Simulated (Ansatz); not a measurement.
# PbF2: the cost of one run

Program: Ansatz 0.2.0. Level of theory: DFT LDA, scalar-relativistic. These are calculated values, not measurements.

## 1. The starting structure

The structure is cubic, space group Fm-3m (No. 225). The conventional cell has a = 5.940 Å, b = 5.940 Å, c = 5.940 Å, α = 90.00°, β = 90.00°, γ = 90.00°. Around Pb (site symmetry m-3m) lie 8 F at 2.57 Å. F (site symmetry -43m) has 4 Pb at 2.57 Å in its first shell of neighbours.

Coordinates:

```cif
data_structure
_symmetry_space_group_name_H-M 'P 1'
_symmetry_Int_Tables_number 1
_cell_length_a 4.2000
_cell_length_b 4.2000
_cell_length_c 4.2000
_cell_angle_alpha 60.000
_cell_angle_beta 60.000
_cell_angle_gamma 60.000
_cell_volume 52.39
loop_
_atom_site_label
_atom_site_type_symbol
_atom_site_fract_x
_atom_site_fract_y
_atom_site_fract_z
_atom_site_occupancy
Pb1 Pb 0.00000 0.00000 0.00000 1
F1 F 0.25000 0.25000 0.25000 1
F2 F 0.75000 0.75000 0.75000 1
```

The cell is a deposited one (Crystallography Open Database entry 9014557); the temperature and pressure of the measurement aren't taken into account, and nothing was relaxed.

Atoms are numbered in the order of the input: Pb1, F2, F3.

## 2. All-electron LAPW

File input.yaml:

```yaml
crystal:
  lattice:
    - [0.0, 2.96985, 2.96985]
    - [2.96985, 0.0, 2.96985]
    - [2.96985, 2.96985, 0.0]
  atoms:
    - { symbol: Pb, position: [0.0, 0.0, 0.0] }
    - { symbol: F, position: [0.25, 0.25, 0.25] }
    - { symbol: F, position: [0.75, 0.75, 0.75] }
kpoints:
  mp_grid: { grid: [7, 7, 7] }
  band_path:
    path:
      - [0.0, 0.0, 0.0]
      - [0.5, 0.0, 0.5]
      - [0.625, 0.25, 0.625]
      - [0.375, 0.375, 0.75]
      - [0.0, 0.0, 0.0]
      - [0.5, 0.5, 0.5]
      - [0.5, 0.25, 0.75]
      - [0.5, 0.0, 0.5]
    npoints: 14
scf:
  occupations: { method: fermi_dirac, width: 0.03 }
hamiltonian:
  xc: lda
  pseudopotentials: { kind: all_electron, lapw: { basis_error: 0.0005 } }
output:
  forces: true
  stress: true
  eigenvalues: true
  populations: true
  dos: { projected: true, de: 0.2, e_range: [-14, 8] }
```

On the command line:

```bash
ansatz run input.yaml --threads 1 --pin off --max-ram 4096MiB --backend cpu --events-out ev --progress --plain --runs-dir out
```

Q: Estimate wall time and peak memory on 1 thread of Intel Xeon 6975P-C (Granite Rapids), shared host.

About 15 s, with a peak of 0.37 GiB.
